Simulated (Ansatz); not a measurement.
# C2H6AlN: how energies converge with the basis set

Aim: see how fast density functionals converge with the basis set for C2H6AlN.

Computed with Ansatz 0.2.0, Gaussian basis. Level: one geometry, several basis sets.

Plan: PBE0-D4/def2-SVP; ωB97M-V/def2-SVP; PBE0-D4/def2-QZVPP; ωB97M-V/def2-QZVPP; the functionals' def2-TZVPP values are taken from earlier runs.

### Step 1. Structure used throughout

All runs share one geometry, relaxed beforehand with PBE0-D4 in a triple-zeta def2 set.

10 atoms, charge 0, spin multiplicity 1.

Atoms are counted from 1 here; the program's logs count them from 0.

Bond lengths: N1–C2 1.507 Å, N1–Al4 1.986 Å, N1–H5 1.012 Å, N1–H6 1.020 Å, C2–C3 1.537 Å, C2–Al4 1.892 Å, C2–H7 1.086 Å, C3–Al4 1.934 Å, C3–H8 1.098 Å, C3–H9 1.090 Å, Al4–H10 1.574 Å. Angles: C2–N1–Al4 63.9°, C2–N1–H5 112.7°, C2–N1–H6 115.4°, Al4–N1–H5 120.2°, Al4–N1–H6 126.0°, H5–N1–H6 109.5°, N1–C2–C3 102.3°, N1–C2–Al4 70.5°, N1–C2–H7 115.3°, C3–C2–Al4 67.7°, C3–C2–H7 122.3°, Al4–C2–H7 164.3°, C2–C3–Al4 64.9°, C2–C3–H8 117.2°, C2–C3–H9 112.3°, Al4–C3–H8 127.0°, Al4–C3–H9 116.7°, H8–C3–H9 110.5° and more.

### Step 2. PBE0-D4 in def2-SVP

File in.yaml:

```yaml
crystal:
  periodic: [false, false, false]
  atoms:
    - {symbol: N, position_ang: [-0.921486, 0.712204, -0.212404]}
    - {symbol: C, position_ang: [0.411457, 0.518297, 0.462328]}
    - {symbol: C, position_ang: [0.503040, -1.012056, 0.572535]}
    - {symbol: Al, position_ang: [0.432805, -0.322019, -1.232581]}
    - {symbol: H, position_ang: [-1.105156, 1.679600, -0.444785]}
    - {symbol: H, position_ang: [-1.723739, 0.323854, 0.284153]}
    - {symbol: H, position_ang: [0.603479, 1.173487, 1.307484]}
    - {symbol: H, position_ang: [-0.301643, -1.525312, 1.115490]}
    - {symbol: H, position_ang: [1.476763, -1.343280, 0.931939]}
    - {symbol: H, position_ang: [0.707679, -0.255873, -2.781159]}
basis:
  gaussian: {orbitals: def2-SVP}
hamiltonian: {xc: pbe0, dispersion: d4}
output: {orbitals: {seedname: orbitals}}
```

The run is started by

```sh
$ ansatz run in.yaml --threads 2 --pin off --events-out ev --progress --plain --max-ram 4352MiB
```

Output:

```text
Functional definition: PBE0
  name "PBE0"
  cite "Adamo & Barone, J. Chem. Phys. 110, 6158 (1999) doi:10.1063/1.478522"
  cite "Perdew, Burke & Ernzerhof, Phys. Rev. Lett. 77, 3865 (1996) doi:10.1103/PhysRevLett.77.3865"
  parent pbe
  parameter a = 0.25
  parameter kappa = 0.804
  parameter beta = 0.06672455060314922
  exchange = (1 - a)*pbe_x(kappa = kappa, mu = beta*pi^2/3) + a*exact_x
  correlation = pbe_c(beta = beta)
1062 factors; their error is unknown
mean field evaluation 1: about -10235.3175 eV, gradient 6.1e1 eV
mean field evaluation 2: about -10216.5554 eV, gradient 9.9e1 eV
mean field evaluation 4: about -10244.7368 eV, gradient 5.4e0 eV
mean field evaluation 8: about -10244.8024 eV, gradient 9.0e-2 eV
mean field evaluation 16: about -10244.8883 eV, gradient 1.8e-5 eV
mean field -10244.88831559 eV, -376.4927013632 hartree, gradient 1.8e-5 eV, S^2 0.000000; 0 other end points of the search recorded, 0 dependent functions left out
reference -10244.88834438 eV, -376.4927024212 hartree; 19, 19 occupied and 71, 71 virtual orbitals, 1062 factors
Total energy: -10245.04029532 eV, -376.4982865155 hartree
```

Wall time 1.1 s (2 threads of AMD EPYC 7B13, shared host).

### Step 3. ωB97M-V in def2-SVP

in.yaml: that of step 2 with these lines changed.

```diff
@@ -15,3 +15,3 @@
   gaussian: {orbitals: def2-SVP}
-hamiltonian: {xc: pbe0, dispersion: d4}
+hamiltonian: {xc: {name: wB97M-V}}
 output: {orbitals: {seedname: orbitals}}
```

Launched as before.

Output, cut to the lines that bear on the results:

```text
Functional definition: wB97M-V
  name "wB97M-V"
  cite "Mardirossian & Head-Gordon, J. Chem. Phys. 144, 214110 (2016) doi:10.1063/1.4952647"
  cite "Becke, J. Chem. Phys. 107, 8554 (1997) doi:10.1063/1.475007"
  cite "Vydrov & Van Voorhis, J. Chem. Phys. 133, 244103 (2010) doi:10.1063/1.3521275"
  # Of w^i u^j: cxij and so on, Table III.
[...]
  gx(w, u) = 1 - cx + cx01*u + cx10*w
  gss(w, u) = css00 + css04*u^4 + css10*w + css20*w^2 + css43*w^4*u^3
  gos(w, u) = cos00 + cos10*w + (cos20 + cos21*u)*w^2 + (cos60 + cos61*u)*w^6
[...]
      + integral(e_c_pw_mod_opposite_spin*gos(b97_w_opposite, b97_u_opposite)) + vv10(b, c)
1043 factors; their error is unknown
275 factors; integrals over basis functions are off by at most 8.7e-6 eV
[...]
mean field -10249.99122725 eV, -376.6802299079 hartree, gradient 4.4e-5 eV, S^2 0.000000; 0 other end points of the search recorded, 0 dependent functions left out
reference -10249.99127294 eV, -376.6802315870 hartree; 19, 19 occupied and 71, 71 virtual orbitals, 1043 factors
Total energy: -10249.99127294 eV, -376.6802315870 hartree
```

Run time: 3.7 s. Hardware: 2 threads of AMD EPYC 7B13, shared host.

### Step 4. PBE0-D4 in def2-QZVPP

in.yaml: that of step 3 with these lines changed.

```diff
@@ -14,4 +14,4 @@
 basis:
-  gaussian: {orbitals: def2-SVP}
-hamiltonian: {xc: {name: wB97M-V}}
+  gaussian: {orbitals: "def2-QZVPP.json"}
+hamiltonian: {xc: pbe0, dispersion: d4}
 output: {orbitals: {seedname: orbitals}}
```

The command is unchanged.

Output:

```text
Functional definition: PBE0
  name "PBE0"
  cite "Adamo & Barone, J. Chem. Phys. 110, 6158 (1999) doi:10.1063/1.478522"
  cite "Perdew, Burke & Ernzerhof, Phys. Rev. Lett. 77, 3865 (1996) doi:10.1103/PhysRevLett.77.3865"
  parent pbe
  parameter a = 0.25
  parameter kappa = 0.804
  parameter beta = 0.06672455060314922
  exchange = (1 - a)*pbe_x(kappa = kappa, mu = beta*pi^2/3) + a*exact_x
  correlation = pbe_c(beta = beta)
1302 factors; their error is unknown
mean field evaluation 1: about -10237.4969 eV, gradient 7.8e1 eV
mean field evaluation 2: about -10196.2262 eV, gradient 1.4e2 eV
mean field evaluation 4: about -10251.5007 eV, gradient 9.9e0 eV
mean field evaluation 8: about -10251.7129 eV, gradient 2.3e-1 eV
mean field evaluation 16: about -10251.7177 eV, gradient 1.3e-4 eV
mean field -10251.71771947 eV, -376.7436773266 hartree, gradient 1.7e-5 eV, S^2 0.000000; 0 other end points of the search recorded, 0 dependent functions left out
reference -10251.71776217 eV, -376.7436788958 hartree; 19, 19 occupied and 402, 402 virtual orbitals, 1302 factors
Total energy: -10251.86971311 eV, -376.7492629901 hartree
```

Run time: 8.5 s. Hardware: 2 threads of AMD EPYC 7B13, shared host; peak memory 1.1 GiB.

### Step 5. ωB97M-V in def2-QZVPP

in.yaml: that of step 4 with these lines changed.

```diff
@@ -15,3 +15,3 @@
   gaussian: {orbitals: "def2-QZVPP.json"}
-hamiltonian: {xc: pbe0, dispersion: d4}
+hamiltonian: {xc: {name: wB97M-V}}
 output: {orbitals: {seedname: orbitals}}
```

Same command.

Output, cut to the lines that bear on the results:

```text
Functional definition: wB97M-V
  name "wB97M-V"
  cite "Mardirossian & Head-Gordon, J. Chem. Phys. 144, 214110 (2016) doi:10.1063/1.4952647"
  cite "Becke, J. Chem. Phys. 107, 8554 (1997) doi:10.1063/1.475007"
  cite "Vydrov & Van Voorhis, J. Chem. Phys. 133, 244103 (2010) doi:10.1063/1.3521275"
  # Of w^i u^j: cxij and so on, Table III.
[...]
  gx(w, u) = 1 - cx + cx01*u + cx10*w
  gss(w, u) = css00 + css04*u^4 + css10*w + css20*w^2 + css43*w^4*u^3
  gos(w, u) = cos00 + cos10*w + (cos20 + cos21*u)*w^2 + (cos60 + cos61*u)*w^6
[...]
      + integral(e_c_pw_mod_opposite_spin*gos(b97_w_opposite, b97_u_opposite)) + vv10(b, c)
1259 factors; their error is unknown
363 factors; integrals over basis functions are off by at most 1.3e-5 eV
[...]
mean field -10256.97561598 eV, -376.9369014593 hartree, gradient 6.1e-5 eV, S^2 0.000000; 0 other end points of the search recorded, 0 dependent functions left out
reference -10256.97568559 eV, -376.9369040176 hartree; 19, 19 occupied and 402, 402 virtual orbitals, 1259 factors
Total energy: -10256.97568559 eV, -376.9369040176 hartree
```

It took 19 s on 2 threads of AMD EPYC 7B13, shared host; peak memory 1.4 GiB.

### Step 6. Functionals by basis

The def2-TZVPP values come from earlier runs at the same geometry.

```csv
functional,basis,functions,energy (eV),from the largest (eV),HOMO (eV),LUMO (eV)
PBE0-D4,def2-SVP,90,-10245.0403,6.829,-5.40,0.42
PBE0-D4,def2-TZVPP,219,-10251.4557,0.414,-5.45,0.09
PBE0-D4,def2-QZVPP,421,-10251.8697,0.000,-5.47,-0.16
ωB97M-V,def2-SVP,90,-10249.9913,6.984,-7.53,2.06
ωB97M-V,def2-TZVPP,219,-10256.5766,0.399,-7.60,1.53
ωB97M-V,def2-QZVPP,421,-10256.9757,0.000,-7.62,0.91
```

### Step 7. Results

```
                                       quantity          value
PBE0-D4: double and triple zeta above quadruple  6.83, 0.41 eV
ωB97M-V: double and triple zeta above quadruple  6.98, 0.40 eV
```

What this shows: PBE0-D4 gains 6.42 eV from double to triple zeta, then 0.41 eV more. These are total energies; as a rule much of such shifts cancels in differences, which this series doesn't test. The LUMO of ωB97M-V is positive and keeps falling with the basis (2.06 to 0.91 eV): an unbound level that the basis holds in place.

For PBE0-D4 the largest set took about 8 times as long as the smallest (8.5 s against 1.1 s).
